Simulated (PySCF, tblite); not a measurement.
# C4H5GeO3 radical: geometry, infrared bands and EPR parameters

What infrared bands and EPR parameters should C4H5GeO3 radical (`O=C1O[C]=C[C@@H]1[O][GeH3]`) show?

Computed with tblite 0.8.0 and PySCF 2.14.0, with density-fitted response routines of our own, on a single molecule in the gas phase. Atoms are numbered from 0 throughout.

**1. The starting structure**

13 atoms, charge 0, multiplicity 2; geometry from: force field or distance geometry start.

Bonds of the start (Å): O0–C1 1.28, C1–O2 1.38, O2–C3 1.41, C3–C4 1.32, C4–C5 1.47, C5–O6 1.38, O6–Ge7 1.80, C5–C1 1.48, C4–H8 1.09, C5–H9 1.11, Ge7–H10 1.55, Ge7–H11 1.53, Ge7–H12 1.57.

**2. Optimising the geometry with GFN2-xTB**

What the job is given:

```
{"job": {"kind": "relax", "xc": "GFN2-xTB", "basis": "xTB"}, "charge": 0, "multiplicity": 2}
O     -0.996400     0.070400     2.096000
C     -1.388700     0.034400     0.882400
O     -2.668700    -0.064400     0.389800
C     -2.626100    -0.072000    -1.016000
C     -1.365800    -0.006900    -1.386100
C     -0.436700     0.071900    -0.249300
O      0.509600    -0.932500    -0.206600
Ge     2.149500    -0.182000    -0.195500
H     -1.056500    -0.005600    -2.436400
H      0.015600     1.088100    -0.265000
H      3.144800    -1.244200    -0.713500
H      2.213700     1.071700    -1.069800
H      2.501200     0.171700     1.290900
```

Launch:

```
$ OMP_NUM_THREADS=1 python probes_run.py task.json out
```

This one command runs all jobs of the session in turn.

**Question.** This job is followed by: GFN2-xTB harmonic vibrations, gas phase; UKS B3LYP, def2-TZVP-core on Ge, pcH-1 on C H O, non-relativistic, mean-field spin-orbit, GIAO. What will the session give for the following? strongest single infrared mode (GFN2-xTB); zero-point energy (GFN2-xTB); g(iso) (B3LYP); ⟨S²⟩; largest a(iso) (averaged by class); potential on the surface of density 0.002 e/bohr³, 1st and 99th percentile.

As calculated:

| quantity | value |
| --- | --- |
| strongest single infrared mode (GFN2-xTB) | 2054 cm⁻¹, 412 km/mol |
| zero-point energy (GFN2-xTB) | 47.3 kcal/mol |
| g(iso) (B3LYP) | 2.00244 |
| ⟨S²⟩ | 0.760 (exact 0.75) |
| largest a(iso) (averaged by class) | 13C on C3, 611.0 MHz |
| potential on the surface of density 0.002 e/bohr³, 1st and 99th percentile | -1.21 V and 1.56 V |

In words: Over 117 steps the energy fell by 1.075 eV; of the close pairs, O0–C1 changed most, 1.276 to 1.197 Å. All 33 modes are real, so the xTB geometry is a minimum. The strongest single mode, at 2054 cm⁻¹, moves mainly H11 and H12. GFN2-xTB is a fitted tight-binding method: band positions and strengths are rough. Its intensities can rank the bands wrongly. C3 carries the largest spin population, 0.94 e. The isotropic g lies 0.1 ppt above the free-electron value. The hyperfine terms hold no scalar relativity, which the heavier nuclei need.
